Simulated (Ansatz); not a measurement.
**Al3Cu: a line through a two-coordinate scan**

An exercise on one series of results from a longer session: the logs are not shown, and one member is left open.

Computed with Ansatz 0.2.0 (DFT LDA, scalar-relativistic, plane waves, PAW, unless a step's input says otherwise).

1 further run of the same task is left out (set aside as unsound or not needed).

**The starting structure**

The structure is cubic, space group Pm-3m (No. 221). Conventional cell: a = 3.855 Å, b = 3.855 Å, c = 3.855 Å, α = 90.00°, β = 90.00°, γ = 90.00°. Around Al (site symmetry 4/mmm) lie 8 Al at 2.73 Å and 4 Cu at 2.73 Å. Cu (site symmetry m-3m) has 12 Al at 2.73 Å as nearest neighbours.

As a file:

```cif
data_structure
_symmetry_space_group_name_H-M 'Pm-3m'
_symmetry_Int_Tables_number 221
_cell_length_a 3.8549
_cell_length_b 3.8549
_cell_length_c 3.8549
_cell_angle_alpha 90.000
_cell_angle_beta 90.000
_cell_angle_gamma 90.000
_cell_volume 57.28
loop_
_atom_site_label
_atom_site_type_symbol
_atom_site_symmetry_multiplicity
_atom_site_Wyckoff_symbol
_atom_site_fract_x
_atom_site_fract_y
_atom_site_fract_z
_atom_site_occupancy
Al1 Al 3 c 0.00000 0.50000 0.50000 1
Cu1 Cu 1 a 0.00000 0.00000 0.00000 1
```

It goes back to an entry of the Materials Project, which need not be the stable form.

It is the result of an earlier relaxation at this level (volume 14.32 Å³/atom; gap on the mesh: none (metal)).

**The scan**

The energy is mapped over two homogeneous strains (x along [1 0 0], y along [0 1 0], z along [0 0 1] of the conventional cell).

The axes are (1) strain +e along x and -e along y: 7 values from −11.0 %; (2) strain +e along z and -e/2 along x and y: 7 values from −7.00 %.

Nothing else is relaxed (symmetry fixes all fractional coordinates). Energies count from the relaxed crystal. Points are written as (first, second).

The first run:

Contents of input.yaml:

```yaml
crystal:
  lattice:
    - [3.9898006248, 0.0, 0.0]
    - [0.0, 3.9898006248, 0.0]
    - [0.0, 0.0, 3.5850382426]
  atoms:
    - { symbol: Al, position: [0.0, 0.5, 0.5] }
    - { symbol: Al, position: [0.5, 0.0, 0.5] }
    - { symbol: Al, position: [0.5, 0.5, 0.0] }
    - { symbol: Cu, position: [0.0, 0.0, 0.0] }
basis:
  ecutwfc: 520.0
kpoints:
  mp_grid: { grid: [10, 10, 10] }
hamiltonian:
  xc: lda
  pseudopotentials: { kind: paw, azcp: { folder: soft_1 } }
scf:
  occupations: { method: gaussian, width: 0.15 }
output:
  forces: true
  stress: true
  eigenvalues: true
  write_density: true
  write_potential: true
  elf: true
  volumetric_format: npy
```

Launch:

```sh
ansatz run input.yaml --threads 2 --pin off --max-ram 4096MiB --backend cpu --events-out ev --progress --plain --runs-dir out
```

Among the steps run: Point (0.0 %, −7.00 %); The run at (0.0 %, −4.67 %); The run at (0.0 %, −2.33 %); The run at (0.0 %, 2.33 %); Grid point (0.0 %, 4.67 %); The run at (0.0 %, 7.00 %).

One table of the session follows, with a row left open; its other results are not shown here.

| strain +e along z and -e/2 along x and y (%) | energy (meV/atom) | slope (meV/atom per %) | pressure (GPa) |
| --- | --- | --- | --- |
| −7.00 | 36 | −8.8 | 0.77 |
| −4.67 | 18 | −6.6 | 0.40 |
| −2.33 | 5 | −4.2 | 0.12 |
| 0.00 | 0 | 0.0 | 0.02 |
| 2.33 | 5 | 4.3 | 0.13 |
| 4.67 | ? | ? | ? |
| 7.00 | 38 | 9.3 | 1.12 |

Estimate the missing values for strain +e along z and -e/2 along x and y (%) = 4.67.

Worked estimate for «energy (meV/atom)». A straight line through the neighbours (2.33, 5) and (7.00, 38) gives 5 + (38 − 5) × (4.67 − 2.33) / (7.00 − 2.33) = 22; a parabola fitted to 3 rows on both sides gives 18.

**Answer.** energy (meV/atom): 19; slope (meV/atom per %): 7.1; pressure (GPa): 0.48. In «energy (meV/atom)» the line misses by +3 and the parabola by -1.

Energies count from the relaxed crystal. Rows without a step come from runs not printed here or follow by symmetry. Slopes come from the forces (and the stress, where the cell changes), not from differences of energies.

The lowest point of the line is at 0.00 %, 0 meV/atom from the zero. A fit to energies and slopes at the lowest point and its two neighbours puts the minimum at 0.000 %, with a curvature of about 2.2 meV/atom per %². Divided by the reference volume, that is a stiffness of about 240 GPa for this pattern of strain. The highest point computed, at 7.00 %, lies 38 meV/atom above the lowest. This is one cut through a surface in two coordinates; it holds the lowest point sampled, which need not be a minimum.

Caveats from the session: Warnings in the runs' records: pseudo functional mismatch.
